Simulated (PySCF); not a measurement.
# G0W0@SVWN5/pc-1 run of GaH3 (SMILES [GaH3])

Wanted: quasiparticle levels of GaH3. Input form: a Python script.

Program for the calculation: PySCF 2.14.0.

4 further runs of the same task are left out: 2 that didn't finish, 2 set aside as unsound or not needed.

**1. The molecule**

GaH3: 4 atoms, total charge 0, spin state singlet. SMILES: `[GaH3]`. The coordinates come from a PBE0-D4/def2-TZVP relaxation.

Bond lengths: Ga1–H2 1.568 Å, Ga1–H3 1.568 Å, Ga1–H4 1.568 Å. Angles: H2–Ga1–H3 120.0°, H2–Ga1–H4 120.0°, H3–Ga1–H4 120.0°.

**2. Quasiparticle levels at G0W0@SVWN5/pc-1**

calc.py reads:

```python
# [GaH3]
from pyscf import gto, scf, dft, gw

system = gto.Mole()
system.atom = '''
Ga   0.013400  -0.014900  -0.004600
H    1.252400   0.343800   0.887700
H   -0.552100  -1.477800  -0.009700
H   -0.658400   1.088700  -0.893700
'''
system.verbose = 4
system.basis = 'pc-1'
system.spin = 0
system.max_memory = 1860
system.build()

calc0 = dft.RKS(system, xc='svwn')
calc0.level_shift = 0.5
calc0.DIIS = scf.EDIIS
calc0.kernel()

e_final = calc0.e_tot
print('E(%s) = %.9f' % ('SVWN5', e_final))

nocc = system.nelec[0]
orbs = list(range(max(0, nocc - 4), min(system.nao, nocc + 4)))
mygw = gw.GW(calc0, freq_int='ac')
mygw.orbs = orbs
mygw.kernel()
print('orbital   mean field (eV)   quasiparticle (eV)')
for p in orbs:
    print('%4d %12.4f %12.4f' % (p + 1, calc0.mo_energy[p] * 27.211386, mygw.mo_energy[p] * 27.211386))
```

Launch:

```sh
OMP_NUM_THREADS=1 python calc.py
```

The program printed:

```text
PySCF version 2.14.0

[INPUT] num. atoms = 4
[INPUT] num. electrons = 34
[INPUT] charge = 0
[INPUT] spin (= nelec alpha-beta = 2S) = 0
[INPUT] symmetry False subgroup None
[INPUT] Mole.unit = angstrom
[INPUT] Symbol           X                Y                Z      unit          X                Y                Z       unit  Magmom
[INPUT]  1 Ga     0.013400000000  -0.014900000000  -0.004600000000 AA    0.025322330069  -0.028156919256  -0.008692740173 Bohr   0.0
[INPUT]  2 H      1.252400000000   0.343800000000   0.887700000000 AA    2.366692998405   0.649687841625   1.677509880776 Bohr   0.0
[INPUT]  3 H     -0.552100000000  -1.477800000000  -0.009700000000 AA   -1.043317793372  -2.792637266882  -0.018330343408 Bohr   0.0
[INPUT]  4 H     -0.658400000000   1.088700000000  -0.893700000000 AA   -1.244195680414   2.057344831814  -1.688848237524 Bohr   0.0

nuclear repulsion = 31.9625584262976
number of shells = 9
number of NR pGTOs = 98
number of NR cGTOs = 42
basis = pc-1
ecp = {}

******** <class 'pyscf.dft.rks.RKS'> ********
method = RKS
initial guess = minao
damping factor = 0
level_shift factor = 0.5
DIIS = <class 'pyscf.scf.diis.EDIIS'>
diis_start_cycle = 1
diis_space = 8
diis_damp = 0
SCF conv_tol = 1e-09
SCF conv_tol_grad = None
SCF max_cycles = 50
direct_scf = True
direct_scf_tol = 1e-13
XC library pyscf.dft.libxc version 7.0.0
    S. Lehtola, C. Steigemann, M. J.T. Oliveira, and M. A.L. Marques.,  SoftwareX 7, 1–5 (2018)
XC functionals = svwn
    P. A. M. Dirac.,  Math. Proc. Cambridge Philos. Soc. 26, 376 (1930)
    F. Bloch.,  Z. Phys. 57, 545 (1929)
    S. H. Vosko, L. Wilk, and M. Nusair.,  Can. J. Phys. 58, 1200 (1980)
radial grids:
    Treutler-Ahlrichs [JCP 102, 346 (1995); DOI:10.1063/1.469408] (M4) radial grids

becke partition: Becke, JCP 88, 2547 (1988); DOI:10.1063/1.454033
pruning grids: <function nwchem_prune>
grids dens level: 3
symmetrized grids: False
atomic radii adjust function: <function treutler_atomic_radii_adjust>
small_rho_cutoff = 0
Set gradient conv threshold to 3.16228e-05
Initial guess from minao.
tot grids = 50328
init E= -1922.85248341786
  HOMO = -0.0761506437885495  LUMO = 0.305990871692491  gap/eV = 10.39860
cycle= 1 E= -1923.4859554516  delta_E= -0.633  |g|= 0.204  |ddm|=  1.3
  HOMO = -0.278226556248009  LUMO = 0.370616761194546  gap/eV = 17.65593
cycle= 2 E= -1923.50271821443  delta_E= -0.0168  |g|= 0.0558  |ddm|= 0.306
  HOMO = -0.272695005610866  LUMO = 0.389217615003767  gap/eV = 18.01156
cycle= 3 E= -1923.50388828457  delta_E= -0.00117  |g|= 0.0196  |ddm|= 0.0624
  HOMO = -0.272846392386789  LUMO = 0.390292707684119  gap/eV = 18.04493
cycle= 4 E= -1923.50405045298  delta_E= -0.000162  |g|= 0.0158  |ddm|= 0.0219
  HOMO = -0.272815501391749  LUMO = 0.390460615407199  gap/eV = 18.04866
cycle= 5 E= -1923.50408176457  delta_E= -3.13e-05  |g|= 0.0157  |ddm|= 0.0126
  HOMO = -0.272850290174555  LUMO = 0.390482326384844  gap/eV = 18.05020
cycle= 6 E= -1923.50408425728  delta_E= -2.49e-06  |g|= 0.0162  |ddm|= 0.0081
  HOMO = -0.272897368761521  LUMO = 0.390466942940698  gap/eV = 18.05106
cycle= 7 E= -1923.50408109235  delta_E= 3.16e-06  |g|= 0.0165  |ddm|= 0.00527
  HOMO = -0.272937256957785  LUMO = 0.390446860003804  gap/eV = 18.05160
cycle= 8 E= -1923.50407772132  delta_E= 3.37e-06  |g|= 0.0168  |ddm|= 0.0034
  HOMO = -0.272966100458026  LUMO = 0.39043050744385  gap/eV = 18.05194
cycle= 9 E= -1923.50407520432  delta_E= 2.52e-06  |g|= 0.0169  |ddm|= 0.00217
  HOMO = -0.271343811095484  LUMO = 0.394553234642945  gap/eV = 18.11998
cycle= 10 E= -1923.50417668194  delta_E= -0.000101  |g|= 0.00465  |ddm|= 0.0233
  HOMO = -0.272156104504823  LUMO = 0.393190671691272  gap/eV = 18.10501
cycle= 11 E= -1923.50418011244  delta_E= -3.43e-06  |g|= 0.00249  |ddm|= 0.00526
  HOMO = -0.272189170064372  LUMO = 0.393069029859422  gap/eV = 18.10260
cycle= 12 E= -1923.50417951003  delta_E= 6.02e-07  |g|= 0.00283  |ddm|= 0.00221
  HOMO = -0.272203143045341  LUMO = 0.393043481273735  gap/eV = 18.10228
cycle= 13 E= -1923.50417891897  delta_E= 5.91e-07  |g|= 0.00308  |ddm|= 0.00116
  HOMO = -0.272210197055872  LUMO = 0.393028421193353  gap/eV = 18.10206
cycle= 14 E= -1923.50417862078  delta_E= 2.98e-07  |g|= 0.00317  |ddm|= 0.000617
  HOMO = -0.272213443181174  LUMO = 0.393022543576862  gap/eV = 18.10199
cycle= 15 E= -1923.50417844584  delta_E= 1.75e-07  |g|= 0.00323  |ddm|= 0.000329
  HOMO = -0.272215818876811  LUMO = 0.393017461096097  gap/eV = 18.10192
cycle= 16 E= -1923.50417837686  delta_E= 6.9e-08  |g|= 0.00325  |ddm|= 0.000175
  HOMO = -0.272216771709214  LUMO = 0.393014658737197  gap/eV = 18.10187
cycle= 17 E= -1923.50417835843  delta_E= 1.84e-08  |g|= 0.00325  |ddm|= 9.24e-05
  HOMO = -0.272527586477702  LUMO = 0.392410897395984  gap/eV = 18.09390
cycle= 18 E= -1923.5041816458  delta_E= -3.29e-06  |g|= 0.000985  |ddm|= 0.00422
  HOMO = -0.272449127301909  LUMO = 0.392498831117379  gap/eV = 18.09416
cycle= 19 E= -1923.50418185078  delta_E= -2.05e-07  |g|= 0.000471  |ddm|= 0.00108
  HOMO = -0.272442080982731  LUMO = 0.392514463387408  gap/eV = 18.09439
cycle= 20 E= -1923.50418182876  delta_E= 2.2e-08  |g|= 0.000528  |ddm|= 0.000508
  HOMO = -0.272438173350422  LUMO = 0.392523828491772  gap/eV = 18.09454
cycle= 21 E= -1923.50418179978  delta_E= 2.9e-08  |g|= 0.00059  |ddm|= 0.00026
  HOMO = -0.272435543863202  LUMO = 0.392529680572006  gap/eV = 18.09463
cycle= 22 E= -1923.50418178462  delta_E= 1.52e-08  |g|= 0.000619  |ddm|= 0.000136
  HOMO = -0.27243222608539  LUMO = 0.392536258366116  gap/eV = 18.09471
cycle= 23 E= -1923.50418178432  delta_E= 2.98e-10  |g|= 0.000615  |ddm|= 6.76e-05
  HOMO = -0.272439426492354  LUMO = 0.392523712251982  gap/eV = 18.09457
cycle= 24 E= -1923.50418175371  delta_E= 3.06e-08  |g|= 0.000694  |ddm|= 0.000104
  HOMO = -0.272431469203894  LUMO = 0.392540228502546  gap/eV = 18.09480
cycle= 25 E= -1923.50418176518  delta_E= -1.15e-08  |g|= 0.000673  |ddm|= 4.36e-05
  HOMO = -0.272360942539684  LUMO = 0.392665330049319  gap/eV = 18.09629
cycle= 26 E= -1923.50418190369  delta_E= -1.39e-07  |g|= 0.000164  |ddm|= 0.00087
  HOMO = -0.272358850497002  LUMO = 0.392672331163891  gap/eV = 18.09642
cycle= 27 E= -1923.50418188613  delta_E= 1.76e-08  |g|= 0.000326  |ddm|= 0.000349
  HOMO = -0.272384027349492  LUMO = 0.392631134225182  gap/eV = 18.09598
cycle= 28 E= -1923.50418190332  delta_E= -1.72e-08  |g|= 0.000154  |ddm|= 0.000225
  HOMO = -0.272384117180279  LUMO = 0.392630972255575  gap/eV = 18.09598
cycle= 29 E= -1923.50418190594  delta_E= -2.62e-09  |g|= 0.000117  |ddm|= 6.41e-05
  HOMO = -0.272374201965941  LUMO = 0.3926477012189  gap/eV = 18.09617
cycle= 30 E= -1923.50418189801  delta_E= 7.93e-09  |g|= 0.000204  |ddm|= 0.000104
  HOMO = -0.272385856744652  LUMO = 0.392627735765553  gap/eV = 18.09594
cycle= 31 E= -1923.5041819049  delta_E= -6.89e-09  |g|= 0.000127  |ddm|= 9.11e-05
  HOMO = -0.272387517293581  LUMO = 0.392624752605831  gap/eV = 18.09591
cycle= 32 E= -1923.50418190769  delta_E= -2.79e-09  |g|= 8.84e-05  |ddm|= 4.93e-05
  HOMO = -0.272394123260174  LUMO = 0.392613275494956  gap/eV = 18.09577
cycle= 33 E= -1923.5041819103  delta_E= -2.62e-09  |g|= 2.66e-05  |ddm|= 9.19e-05
  HOMO = -0.272395166444151  LUMO = 0.392611342111965  gap/eV = 18.09575
cycle= 34 E= -1923.50418191033  delta_E= -2.3e-11  |g|= 4.18e-05  |ddm|= 5.51e-05
  HOMO = -0.272400276667971  LUMO = 0.392602343696197  gap/eV = 18.09564
cycle= 35 E= -1923.50418190883  delta_E= 1.49e-09  |g|= 8.61e-05  |ddm|= 6.71e-05
  HOMO = -0.272397730843936  LUMO = 0.392606335255176  gap/eV = 18.09568
cycle= 36 E= -1923.50418190899  delta_E= -1.6e-10  |g|= 7.59e-05  |ddm|= 2.57e-05
  HOMO = -0.272395788407923  LUMO = 0.392609440133632  gap/eV = 18.09571
cycle= 37 E= -1923.5041819096  delta_E= -6.04e-10  |g|= 5.74e-05  |ddm|= 2.47e-05
  HOMO = -0.272394178704323  LUMO = 0.392612080404931  gap/eV = 18.09574
cycle= 38 E= -1923.50418191014  delta_E= -5.41e-10  |g|= 3.83e-05  |ddm|= 2.38e-05
  HOMO = -0.272392122930647  LUMO = 0.392615510073722  gap/eV = 18.09578
cycle= 39 E= -1923.50418191057  delta_E= -4.27e-10  |g|= 1.49e-05  |ddm|= 3.08e-05
  HOMO = -0.272390749558031  LUMO = -0.107381830748713  gap/eV = 4.49012
Extra cycle  E= -1923.50418191059  delta_E= -2.02e-11  |g|= 1.52e-05  |ddm|= 4.62e-05
converged SCF energy = -1923.50418191059
E(SVWN5) = -1923.504181911
ETB for Ga: l = 0, exps = 0.175148 * 2^n , n = 0..20
ETB for Ga: l = 1, exps = 0.1448892300483373 * 2^n , n = 0..17
ETB for Ga: l = 2, exps = 0.119858 * 2^n , n = 0..15
ETB for Ga: l = 3, exps = 0.1902553967697106 * 2^n , n = 0..12
ETB for Ga: l = 4, exps = 0.302 * 2^n , n = 0..9
ETB for H: l = 0, exps = 0.2122 * 2^n , n = 0..6
ETB for H: l = 1, exps = 0.6514598989960932 * 2^n , n = 0..3
ETB for H: l = 2, exps = 2.0 * 2^n , n = 0..0

WARN: Even tempered Gaussians are generated as DF auxbasis for  Ga H

******** <class 'pyscf.gw.gw_ac.GWAC'> ********
method = GWAC
GW nocc = 17, nvir = 25
frozen orbitals = None
off-diagonal self-energy = False
GW density matrix = False
density-fitting for exchange = False
outcore for self-energy= False
broadening parameter = 5.000e-03
number of grids = 100
analytic continuation method = pade
imaginary frequency cutoff = 5.0
Pade points = 18
Pade step ratio = 0.667
use perturbative linearized QP eqn = False
QPE max iter = 100
QPE tolerance = 1.0e-06

Starting get_sigma_diag main loop with 100 frequency points.
   0    1    2    3    4    5    6    7    8    9   10   11
  12   13   14   15   16   17   18   19   20   21   22   23
  24   25   26   27   28   29   30   31   32   33   34   35
  36   37   38   39   40   41   42   43   44   45   46   47
  48   49   50   51   52   53   54   55   56   57   58   59
  60   61   62   63   64   65   66   67   68   69   70   71
  72   73   74   75   76   77   78   79   80   81   82   83
  84   85   86   87   88   89   90   91   92   93   94   95
  96   97   98   99
Finished get_sigma_diag main loop.

WARN: GW QP energies may not be sorted from min to max

orbital   mean field (eV)   quasiparticle (eV)
  14     -19.9615     -25.1133
  15     -11.4953     -14.1109
  16      -7.4124     -10.6696
  17      -7.4121     -10.6693
  18      -2.9220       0.4603
  19       0.0341       3.3090
  20       1.2640       4.0134
  21       1.2642       4.0136
```

It took 6.3 s on 1 thread of Arm Neoverse V1, shared host; peak memory 0.16 GiB.

**3. Results**

Level: G0W0@SVWN5/pc-1.

| quantity | value |
| --- | --- |
| ground-state or mean-field energy | -1923.50418 Eh |
| dipole moment (SVWN5 Kohn–Sham density) | 0.00 D |
| HOMO energy (SVWN5 Kohn–Sham orbitals) | -7.41 eV |
| LUMO energy (SVWN5 Kohn–Sham orbitals) | -2.92 eV |
| HOMO–LUMO gap (SVWN5 Kohn–Sham orbitals) | 4.49 eV |
| quasiparticle HOMO | -10.67 eV |
| quasiparticle LUMO | 0.46 eV |
